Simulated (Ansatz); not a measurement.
**B2BrH3: molecular dynamics**

The plan is to follow the molecule's vibrations and see whether its bonds hold. The start is relaxed first. Runs: 300 steps of 0.25 fs under a Nosé-Hoover thermostat at 200 K. SMILES of the start: BBBr.

Method: RKS BLYP-D4/def2-mTZVP, in Ansatz 0.2.0.

## (1) The starting structure

Bond lengths: B1–B2 1.622 Å, B2–Br3 1.999 Å, B1–H4 1.218 Å, B1–H5 1.169 Å, B2–H6 1.168 Å. Angles: B1–B2–Br3 121.3°, B1–B2–H6 118.3°, Br3–B2–H6 120.4°, B2–B1–H4 117.9°, B2–B1–H5 125.0°, H4–B1–H5 117.1°.

As a file:

```xyz
6

B    -0.2259   -0.0451   -0.8555
B     0.3019   -0.2047    0.6700
Br   -0.0700    1.1946    2.0480
H    -0.8174    0.9785   -1.1489
H    -0.0688   -0.8325   -1.7050
H     0.9223   -1.1548    0.9452
```

## (2) Preparing the start

input.yaml reads:

```yaml
crystal:
  periodic: [false, false, false]
  atoms:
    - { symbol: B, position_ang: [-0.2259, -0.0451, -0.8555] }
    - { symbol: B, position_ang: [0.3019, -0.2047, 0.67] }
    - { symbol: Br, position_ang: [-0.07, 1.1946, 2.048] }
    - { symbol: H, position_ang: [-0.8174, 0.9785, -1.1489] }
    - { symbol: H, position_ang: [-0.0688, -0.8325, -1.705] }
    - { symbol: H, position_ang: [0.9223, -1.1548, 0.9452] }
basis:
  gaussian: { orbitals: def2-mTZVP }
hamiltonian:
  xc: blyp
  dispersion: d4
relax:
  f_tol: 0.02
  max_steps: 40
scf:
  lower_state_search: "off"
```

Started as:

```bash
$ ansatz run input.yaml --threads 1 --pin off --max-ram 2048MiB --backend cpu --events-out ev --progress --plain --runs-dir out
```

Output, shortened:

```text
Warning: RAYON_NUM_THREADS=1 ignored (pool sized by the plan → 1); use --threads N
[...]
Functional definition: BLYP
[...]
846 factors; their error is unknown
[...]
mean field -71446.66995580 eV, -2625.6166925833 hartree, gradient 8.1e-6 eV, S^2 0.000000; 0 other end points of the search recorded, 0 dependent functions left out
[...]
reference -71446.67027692 eV, -2625.6167043843 hartree; 24, 24 occupied and 59, 59 virtual orbitals, 846 factors
relax step   1: F+E_penalty+E_count = -71446.87652136 eV  Δ(F+E_penalty+E_count) = +0.000e0 eV  max|allowed force component| = 1.709e0 eV/Å  Δτ_max = 0.0000 Å  (17 SCF iters, accepted)
[...]
relax step   4: F+E_penalty+E_count = -71447.15584644 eV  Δ(F+E_penalty+E_count) = -4.353e-2 eV  max|allowed force component| = 6.624e-1 eV/Å  Δτ_max = 0.2000 Å  (25 SCF iters, accepted)
[...]
relax step   7: F+E_penalty+E_count = -71447.46412655 eV  Δ(F+E_penalty+E_count) = -1.095e-1 eV  max|allowed force component| = 4.951e-1 eV/Å  Δτ_max = 0.2000 Å  (25 SCF iters, accepted)
[...]
relax step  10: F+E_penalty+E_count = -71447.40862123 eV  Δ(F+E_penalty+E_count) = +1.124e-1 eV  max|allowed force component| = 9.806e-1 eV/Å  Δτ_max = 0.1057 Å  (19 SCF iters, rejected (line search))
[...]
relax step  13: F+E_penalty+E_count = -71447.52372674 eV  Δ(F+E_penalty+E_count) = +2.317e-3 eV  max|allowed force component| = 1.771e-1 eV/Å  Δτ_max = 0.0284 Å  (20 SCF iters, rejected (line search))
[...]
relax step  14: F+E_penalty+E_count = -71447.52623040 eV  Δ(F+E_penalty+E_count) = -1.862e-4 eV  max|allowed force component| = 5.482e-3 eV/Å  Δτ_max = 0.0142 Å  (20 SCF iters, accepted)
Total energy: -71447.52655254 eV, -2625.6481719329 hartree
Atom 0 at    -0.231823     0.007511    -0.857001 Å, force    -0.004922    -0.002528    -0.001063 eV/Å
Atom 1 at     0.461788    -0.170038     0.621134 Å, force     0.000944    -0.002944    -0.001354 eV/Å
Atom 2 at    -0.632946     0.589002     2.051718 Å, force     0.004361     0.002060    -0.002705 eV/Å
Atom 3 at    -0.041396     0.978813    -1.533159 Å, force    -0.002525     0.004532     0.001693 eV/Å
Atom 4 at    -1.000711    -0.801771    -1.294271 Å, force     0.003637    -0.000769    -0.002053 eV/Å
Atom 5 at     1.487188    -0.667516     0.965378 Å, force    -0.001496    -0.000351     0.005482 eV/Å
Dipole moment:     0.088903    -0.060555    -0.105879 e Å
Checks for a lower state left out: stability, starts, cluster_reference, orbital_swaps, neighbouring_geometries, increment
```

Wall time 20 s (1 thread of Arm Neoverse V1, shared host); peak memory 0.1 GiB.

The steps of the relaxation:

| step | energy from step 1 (eV) | largest force component (eV/Å) |
| --- | --- | --- |
| 1 | 0.0000 | 1.7094 |
| 2 | -0.2183 | 0.6718 |
| 3 | -0.2358 | 0.2233 |
| 4 | -0.2793 | 0.6624 |
| 5 | -0.3672 | 0.7344 |
| 6 | -0.4781 | 0.7769 |
| 7 | -0.5876 | 0.4951 |
| 8 | -0.6404 | 0.2101 |
| 9 | -0.6445 | 0.1830 |
| 10x | -0.5321 | 0.9806 |
| 11 | -0.6493 | 0.0302 |
| 12 | -0.6495 | 0.0281 |
| 13x | -0.6472 | 0.1771 |
| 14 | -0.6497 | 0.0055 |

Step 1 is the start. 2 steps were tried and not accepted (marked x).

After: Bond lengths: B1–B2 1.642 Å, B2–Br3 1.955 Å, B1–H4 1.199 Å, B1–H5 1.199 Å, B2–H6 1.191 Å. Angles: B1–B2–Br3 112.3°, B1–B2–H6 132.0°, Br3–B2–H6 115.7°, B2–B1–H4 121.9°, B2–B1–H5 121.7°, H4–B1–H5 116.3°.

## (3) Dynamics

300 steps of 0.25 fs under a Nosé-Hoover thermostat at 200 K, from the relaxed start.

input.yaml reads:

```yaml
crystal:
  periodic: [false, false, false]
  atoms:
    - { symbol: B, position_ang: [-0.231823, 0.007511, -0.857001] }
    - { symbol: B, position_ang: [0.461788, -0.170038, 0.621134] }
    - { symbol: Br, position_ang: [-0.632946, 0.589002, 2.051718] }
    - { symbol: H, position_ang: [-0.041396, 0.978813, -1.533159] }
    - { symbol: H, position_ang: [-1.000711, -0.801771, -1.294271] }
    - { symbol: H, position_ang: [1.487188, -0.667516, 0.965378] }
basis:
  gaussian: { orbitals: def2-mTZVP }
hamiltonian:
  xc: blyp
  dispersion: d4
md:
  timestep: 0.25
  n_steps: 300
  ensemble: nvt_nose_hoover
  temperature: 200.0
  initial_velocities: maxwell_boltzmann
  seed: 526553
  nose_hoover: { tau: 300.0, chain_length: 3 }
scf:
  lower_state_search: "off"
```

Started as:

```bash
$ ansatz run input.yaml --threads 1 --pin off --max-ram 2048MiB --backend cpu --events-out ev --progress --plain --runs-dir out
```

Output, shortened:

```text
Warning: RAYON_NUM_THREADS=1 ignored (pool sized by the plan → 1); use --threads N
[...]
[... 1 set-up line as earlier in the session ...]
[...]
846 factors; their error is unknown
[...]
mean field -71447.31688914 eV, -2625.6404669451 hartree, gradient 7.3e-6 eV, S^2 0.000000; 0 other end points of the search recorded, 0 dependent functions left out
[...]
reference -71447.31721051 eV, -2625.6404787554 hartree; 24, 24 occupied and 59, 59 virtual orbitals, 846 factors
md step     0: t =     0.00 fs  T =   200.0 K  F+E_penalty+E_count = -71447.52623192 eV  E_kin = 0.103408 eV  conserved = -71447.42282392 eV  (16 SCF iters)
[...]
md step    20: t =     5.00 fs  T =    94.0 K  F+E_penalty+E_count = -71447.47134975 eV  E_kin = 0.048627 eV  conserved = -71447.42272617 eV  (21 SCF iters)
[...]
md step    40: t =    10.00 fs  T =    20.7 K  F+E_penalty+E_count = -71447.43331069 eV  E_kin = 0.010683 eV  conserved = -71447.42264314 eV  (22 SCF iters)
[...]
md step    60: t =    15.00 fs  T =   114.5 K  F+E_penalty+E_count = -71447.48186656 eV  E_kin = 0.059204 eV  conserved = -71447.42271641 eV  (21 SCF iters)
[...]
md step    78: t =    19.50 fs  T =   158.3 K  F+E_penalty+E_count = -71447.50455319 eV  E_kin = 0.081869 eV  conserved = -71447.42279162 eV  (21 SCF iters)
md step    79: t =    19.75 fs  T =   157.5 K  F+E_penalty+E_count = -71447.50413676 eV  E_kin = 0.081454 eV  conserved = -71447.42279473 eV  (21 SCF iters)
```

## (4) The output, continued: dynamics from the start

The log, continued, shortened:

```text
md step    80: t =    20.00 fs  T =   154.7 K  F+E_penalty+E_count = -71447.50268531 eV  E_kin = 0.080006 eV  conserved = -71447.42279507 eV  (21 SCF iters)
[...]
md step   105: t =    26.25 fs  T =   107.5 K  F+E_penalty+E_count = -71447.47817018 eV  E_kin = 0.055557 eV  conserved = -71447.42279923 eV  (21 SCF iters)
[...]
md step   130: t =    32.50 fs  T =   144.1 K  F+E_penalty+E_count = -71447.49700378 eV  E_kin = 0.074499 eV  conserved = -71447.42278367 eV  (21 SCF iters)
[...]
md step   155: t =    38.75 fs  T =   139.9 K  F+E_penalty+E_count = -71447.49472217 eV  E_kin = 0.072355 eV  conserved = -71447.42279597 eV  (22 SCF iters)
[...]
md step   180: t =    45.00 fs  T =   100.8 K  F+E_penalty+E_count = -71447.47429480 eV  E_kin = 0.052107 eV  conserved = -71447.42274963 eV  (21 SCF iters)
md step   181: t =    45.25 fs  T =   106.1 K  F+E_penalty+E_count = -71447.47705063 eV  E_kin = 0.054862 eV  conserved = -71447.42275739 eV  (21 SCF iters)
md step   182: t =    45.50 fs  T =   110.5 K  F+E_penalty+E_count = -71447.47933228 eV  E_kin = 0.057144 eV  conserved = -71447.42276408 eV  (21 SCF iters)
```

## (5) The log goes on: dynamics from the start

Output, continued, shortened:

```text
md step   183: t =    45.75 fs  T =   113.8 K  F+E_penalty+E_count = -71447.48103557 eV  E_kin = 0.058849 eV  conserved = -71447.42276947 eV  (21 SCF iters)
[...]
md step   204: t =    51.00 fs  T =   110.3 K  F+E_penalty+E_count = -71447.47906903 eV  E_kin = 0.057042 eV  conserved = -71447.42274658 eV  (21 SCF iters)
[...]
md step   225: t =    56.25 fs  T =    71.6 K  F+E_penalty+E_count = -71447.45882333 eV  E_kin = 0.037021 eV  conserved = -71447.42269281 eV  (13 SCF iters)
[...]
md step   246: t =    61.50 fs  T =    85.4 K  F+E_penalty+E_count = -71447.46580830 eV  E_kin = 0.044172 eV  conserved = -71447.42270558 eV  (21 SCF iters)
[...]
md step   298: t =    74.50 fs  T =    78.9 K  F+E_penalty+E_count = -71447.46192916 eV  E_kin = 0.040787 eV  conserved = -71447.42270947 eV  (22 SCF iters)
md step   299: t =    74.75 fs  T =    75.9 K  F+E_penalty+E_count = -71447.46034600 eV  E_kin = 0.039221 eV  conserved = -71447.42270060 eV  (22 SCF iters)
[...]
md step   300: t =    75.00 fs  T =    73.7 K  F+E_penalty+E_count = -71447.45921867 eV  E_kin = 0.038109 eV  conserved = -71447.42269332 eV  (22 SCF iters)
Total energy: -71447.45954177 eV, -2625.6457093324 hartree
Atom 0 at    -0.214086     0.000321    -0.933939 Å, force     0.035167    -0.956912     1.246965 eV/Å
Atom 1 at     0.434048    -0.175911     0.625402 Å, force     0.322868     0.108654    -0.792396 eV/Å
Atom 2 at    -0.632925     0.591670     2.064523 Å, force     0.052919    -0.110844    -0.033069 eV/Å
Atom 3 at    -0.057832     0.936399    -1.598558 Å, force     0.237390     0.845779    -0.457233 eV/Å
Atom 4 at    -0.910974    -0.844904    -1.420682 Å, force    -0.018176    -0.073419     0.060386 eV/Å
Atom 5 at     1.519494    -0.653362     0.921445 Å, force    -0.630167     0.186742    -0.024653 eV/Å
Dipole moment:     0.071904    -0.049033    -0.112520 e Å
Checks for a lower state left out: stability, starts, cluster_reference, orbital_swaps, neighbouring_geometries, increment
```

It took 6.4 min on 1 thread of Arm Neoverse V1, shared host; peak memory 0.1 GiB.

## (6) What the atoms did

The trajectory, every 12 steps (energies from step 0):

| time (fs) | T (K) | potential energy change (meV/atom) | conserved energy change (meV/atom) |
| --- | --- | --- | --- |
| 0.0 | 200 | 0.0 | 0.00 |
| 3.0 | 92 | 9.3 | 0.03 |
| 6.0 | 108 | 7.9 | 0.01 |
| 9.0 | 33 | 14.4 | 0.02 |
| 12.0 | 99 | 8.7 | 0.01 |
| 15.0 | 115 | 7.4 | 0.02 |
| 18.0 | 131 | 6.0 | 0.02 |
| 21.0 | 125 | 6.5 | 0.01 |
| 24.0 | 58 | 12.3 | 0.02 |
| 27.0 | 97 | 8.9 | 0.01 |
| 30.0 | 64 | 11.8 | 0.02 |
| 33.0 | 149 | 4.5 | 0.01 |
| 36.0 | 88 | 9.7 | 0.03 |
| 39.0 | 141 | 5.1 | 0.00 |
| 42.0 | 62 | 12.0 | 0.02 |
| 45.0 | 101 | 8.7 | 0.01 |
| 48.0 | 88 | 9.8 | 0.02 |
| 51.0 | 110 | 7.9 | 0.01 |
| 54.0 | 104 | 8.4 | 0.02 |
| 57.0 | 82 | 10.4 | 0.02 |
| 60.0 | 112 | 7.7 | 0.01 |
| 63.0 | 84 | 10.2 | 0.02 |
| 66.0 | 127 | 6.5 | 0.01 |
| 69.0 | 76 | 11.0 | 0.02 |
| 72.0 | 102 | 8.7 | 0.01 |
| 75.0 | 74 | 11.2 | 0.02 |

time (fs), T (K) and a bar:
```
      0.0        200 ##############################
      3.2         87 ###########
      6.5        109 ###############
      9.8         20 
     13.0        134 ###################
     16.2         97 #############
     19.5        158 #######################
     22.8         55 ######
     26.0        107 ###############
     29.2         52 #####
     32.5        144 #####################
     35.8         91 ############
     39.2        141 ####################
     42.5         56 ######
     45.8        114 ################
     49.0         71 #########
     52.2        136 ###################
     55.5         71 #########
     58.8        113 ###############
     62.0         79 ##########
     65.2        131 ###################
     68.5         78 ##########
     71.8        100 #############
     75.0         74 #########
```

## (7) Positions and forces

Positions (Å) and forces (eV/Å):

```xyz
6
time_fs=9.5 T=22 dE=0.0922
B    -0.242   -0.001   -0.873    0.303   -0.635    0.654
B     0.478   -0.159    0.623   -0.016   -0.567   -0.377
Br   -0.635    0.590    2.056    0.298   -0.071   -0.067
H     0.009    0.896   -1.558    0.244    1.001   -0.517
H    -0.999   -0.756   -1.397   -0.161   -0.260    0.227
H     1.533   -0.736    0.882   -0.668    0.531    0.079
6
time_fs=18.8 T=150 dE=0.0260
B    -0.226   -0.009   -0.884    0.102    0.440   -0.353
B     0.459   -0.165    0.595   -0.147    0.031    0.404
Br   -0.634    0.590    2.060    0.145   -0.072   -0.266
H     0.072    0.976   -1.562   -0.293   -0.569    0.272
H    -1.031   -0.798   -1.316    0.158    0.198   -0.013
H     1.490   -0.634    0.956    0.035   -0.028   -0.043
6
time_fs=28.0 T=69 dE=0.0682
B    -0.205   -0.010   -0.894   -0.333    0.590   -0.339
B     0.431   -0.169    0.594   -0.281    0.567    0.327
Br   -0.632    0.590    2.061   -0.129   -0.013   -0.182
H     0.027    0.983   -1.587   -0.118   -0.646    0.323
H    -1.029   -0.794   -1.272    0.086    0.012   -0.228
H     1.447   -0.551    0.992    0.775   -0.510    0.099
6
time_fs=37.5 T=110 dE=0.0468
B    -0.212   -0.003   -0.905   -0.077   -0.623    0.809
B     0.424   -0.154    0.627    0.419   -0.131   -0.597
Br   -0.631    0.589    2.060   -0.129    0.077    0.205
H    -0.014    0.886   -1.622    0.314    0.868   -0.454
H    -0.964   -0.796   -1.373   -0.147   -0.315    0.041
H     1.488   -0.646    0.928   -0.381    0.122   -0.005
6
time_fs=47.0 T=110 dE=0.0472
B    -0.224   -0.004   -0.902    0.400   -0.366    0.174
B     0.430   -0.139    0.620    0.223   -0.673   -0.392
Br   -0.632    0.589    2.061   -0.006    0.102    0.203
H     0.038    0.916   -1.607   -0.076    0.252   -0.132
H    -0.890   -0.881   -1.399   -0.022    0.182    0.181
H     1.452   -0.754    0.903   -0.519    0.503   -0.034
6
time_fs=56.2 T=72 dE=0.0674
B    -0.205   -0.012   -0.896   -0.072    0.704   -1.024
B     0.422   -0.150    0.580   -0.261    0.046    0.787
Br   -0.632    0.590    2.064   -0.002    0.011   -0.182
H     0.011    1.007   -1.585   -0.277   -0.889    0.422
H    -0.888   -0.906   -1.340    0.078    0.317   -0.043
H     1.387   -0.697    0.953    0.535   -0.188    0.039
6
time_fs=65.5 T=131 dE=0.0368
B    -0.191   -0.007   -0.916   -0.379    0.214    0.262
B     0.419   -0.172    0.594   -0.069    0.446    0.103
Br   -0.632    0.592    2.065   -0.013   -0.105   -0.215
H    -0.101    0.967   -1.596    0.243    0.127   -0.055
H    -0.914   -0.835   -1.352   -0.170   -0.390   -0.209
H     1.438   -0.633    0.944    0.388   -0.291    0.114
6
time_fs=75.0 T=74 dE=0.0670
B    -0.214    0.000   -0.934    0.035   -0.957    1.247
B     0.434   -0.176    0.625    0.323    0.109   -0.792
Br   -0.633    0.592    2.064    0.053   -0.111   -0.033
H    -0.058    0.936   -1.599    0.237    0.846   -0.457
H    -0.911   -0.845   -1.421   -0.018   -0.073    0.060
H     1.520   -0.653    0.921   -0.630    0.187   -0.025
```

## (8) What came out

| quantity | value |
| --- | --- |
| relaxation of the start | 11 moves, 0.650 eV lower |
| length | 300 steps of 0.25 fs |
| temperature, first and last step | 200 and 74 K |
| temperature, second half | mean 98 K, from 56 to 141 K |
| potential energy, second half | +9 meV/atom from the start |
| largest change of the conserved energy | 0.03 meV/atom |
| bonds formed or broken | 0 |

In words: Against a set 200 K the second half averages 98 K with a spread of 21 K; 9 meV/atom has gone into potential energy, and a thermostat that acts over some 300 fs has not made it up in 75 fs. The conserved energy strays from its start by at most 0.03 meV/atom, 0.4 % of the mean kinetic energy, which is good for a step of 0.25 fs. No bond forms or breaks. Averages from a run of 75 fs with 6 atoms are rough. The nuclei move classically, without zero-point motion, which matters most for hydrogen.
